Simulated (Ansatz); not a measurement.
Born–Oppenheimer molecular dynamics of a periodic cell of 21 atoms, MgH12Cl2O6 (host MgH12Cl2O6, host structure C2/m). It starts from an unrelaxed structure (largest force component 1.23 eV/Å).

The calculation used DFT r2SCAN, scalar-relativistic, plane waves, PAW (Ansatz). Settings: accuracy low, cutoff 500 eV, k mesh 2x2x2, fermi-dirac smearing 0.05 eV, no spin polarisation.

| Property | Result |
| --- | --- |
| ensemble | NVT, Nosé–Hoover chain |
| time step | 0.5 fs |
| steps asked | 30 |
| set temperature | 700 K |
| thermostat | time constant 10 fs, chain length 1 |
| seed | 968215 |

First frame:

```xyz
21
Lattice="5.0673 -3.6419 0.0000 5.0673 3.6419 0.0000 -0.4238 0.0000 6.2176" Properties=species:S:1:pos:R:3
Mg 0.000 0.000 0.000
H 2.309 0.000 1.623
H 7.402 0.000 4.594
H 2.748 0.000 0.042
H 6.963 0.000 6.176
H 5.173 1.446 1.739
H 5.173 -1.446 1.739
H 4.537 -1.446 4.479
H 4.537 1.446 4.479
H 3.740 2.198 1.973
H 3.740 -2.198 1.973
H 5.971 -2.198 4.245
H 5.971 2.198 4.245
Cl 2.959 0.000 3.808
Cl 6.752 0.000 2.410
O 1.976 0.000 0.679
O 7.735 0.000 5.538
O 4.542 2.138 1.376
O 4.542 -2.138 1.376
O 5.168 -2.138 4.841
O 5.168 2.138 4.841
```

(1) What does the run give?

(2) What happens to the structure?

(3) How do temperature and energy run in time?

Results:

(1) The run went to its last step.

```json
{
  "steps done": "30",
  "time covered": "15 fs",
  "mean temperature over the second half": "548 K",
  "spread of the potential energy over the second half": "8.4 meV per atom",
  "mean potential energy of the second half above the start": "29.2 meV per atom"
}
```

The conserved energy stayed within 0.43 meV per atom of its start (net change 0.23 meV per atom), so the integration is sound. The mean temperature of the second half is 22 % below the set value. A run of 0.015 ps of so small a system gives no equilibrium averages. Limits of this set-up: coarse k mesh, low accuracy level.

(2) Mean squared displacements from the first frame to the last, about the centre of mass: Mg 0.01 Å², H 0.09 Å², Cl 0.01 Å², O 0.03 Å². Another seed would give other details.

(3) 
```json
{"time (fs)": "0.0", "T (K)": "700", "potential energy less start (eV)": "0.000", "conserved less start (meV/atom)": "0.00"}
{"time (fs)": "0.5", "T (K)": "726", "potential energy less start (eV)": "-0.070", "conserved less start (meV/atom)": "-0.14"}
{"time (fs)": "1.0", "T (K)": "722", "potential energy less start (eV)": "-0.062", "conserved less start (meV/atom)": "-0.20"}
{"time (fs)": "1.5", "T (K)": "685", "potential energy less start (eV)": "0.035", "conserved less start (meV/atom)": "-0.10"}
{"time (fs)": "2.0", "T (K)": "630", "potential energy less start (eV)": "0.184", "conserved less start (meV/atom)": "0.15"}
{"time (fs)": "2.5", "T (K)": "585", "potential energy less start (eV)": "0.303", "conserved less start (meV/atom)": "0.36"}
{"time (fs)": "3.0", "T (K)": "576", "potential energy less start (eV)": "0.329", "conserved less start (meV/atom)": "0.34"}
{"time (fs)": "3.5", "T (K)": "599", "potential energy less start (eV)": "0.267", "conserved less start (meV/atom)": "0.13"}
{"time (fs)": "4.0", "T (K)": "632", "potential energy less start (eV)": "0.183", "conserved less start (meV/atom)": "-0.08"}
{"time (fs)": "4.5", "T (K)": "648", "potential energy less start (eV)": "0.145", "conserved less start (meV/atom)": "-0.15"}
{"time (fs)": "5.0", "T (K)": "636", "potential energy less start (eV)": "0.183", "conserved less start (meV/atom)": "-0.08"}
{"time (fs)": "5.5", "T (K)": "602", "potential energy less start (eV)": "0.280", "conserved less start (meV/atom)": "0.04"}
{"time (fs)": "6.0", "T (K)": "558", "potential energy less start (eV)": "0.402", "conserved less start (meV/atom)": "0.16"}
{"time (fs)": "6.5", "T (K)": "520", "potential energy less start (eV)": "0.512", "conserved less start (meV/atom)": "0.24"}
{"time (fs)": "7.0", "T (K)": "496", "potential energy less start (eV)": "0.584", "conserved less start (meV/atom)": "0.28"}
{"time (fs)": "7.5", "T (K)": "492", "potential energy less start (eV)": "0.605", "conserved less start (meV/atom)": "0.28"}
{"time (fs)": "8.0", "T (K)": "508", "potential energy less start (eV)": "0.575", "conserved less start (meV/atom)": "0.26"}
{"time (fs)": "8.5", "T (K)": "542", "potential energy less start (eV)": "0.500", "conserved less start (meV/atom)": "0.19"}
{"time (fs)": "9.0", "T (K)": "585", "potential energy less start (eV)": "0.406", "conserved less start (meV/atom)": "0.07"}
{"time (fs)": "9.5", "T (K)": "621", "potential energy less start (eV)": "0.331", "conserved less start (meV/atom)": "-0.08"}
{"time (fs)": "10.0", "T (K)": "632", "potential energy less start (eV)": "0.323", "conserved less start (meV/atom)": "-0.19"}
{"time (fs)": "10.5", "T (K)": "607", "potential energy less start (eV)": "0.410", "conserved less start (meV/atom)": "-0.14"}
{"time (fs)": "11.0", "T (K)": "555", "potential energy less start (eV)": "0.573", "conserved less start (meV/atom)": "0.10"}
{"time (fs)": "11.5", "T (K)": "503", "potential energy less start (eV)": "0.735", "conserved less start (meV/atom)": "0.36"}
{"time (fs)": "12.0", "T (K)": "483", "potential energy less start (eV)": "0.810", "conserved less start (meV/atom)": "0.43"}
{"time (fs)": "12.5", "T (K)": "503", "potential energy less start (eV)": "0.778", "conserved less start (meV/atom)": "0.25"}
{"time (fs)": "13.0", "T (K)": "544", "potential energy less start (eV)": "0.695", "conserved less start (meV/atom)": "0.01"}
{"time (fs)": "13.5", "T (K)": "575", "potential energy less start (eV)": "0.644", "conserved less start (meV/atom)": "-0.13"}
{"time (fs)": "14.0", "T (K)": "575", "potential energy less start (eV)": "0.676", "conserved less start (meV/atom)": "-0.09"}
{"time (fs)": "14.5", "T (K)": "546", "potential energy less start (eV)": "0.789", "conserved less start (meV/atom)": "0.06"}
{"time (fs)": "15.0", "T (K)": "500", "potential energy less start (eV)": "0.944", "conserved less start (meV/atom)": "0.23"}
```

The run took 5.6 min on 1 thread of Arm Neoverse V2, on a shared host, peak memory 0.8 GiB.
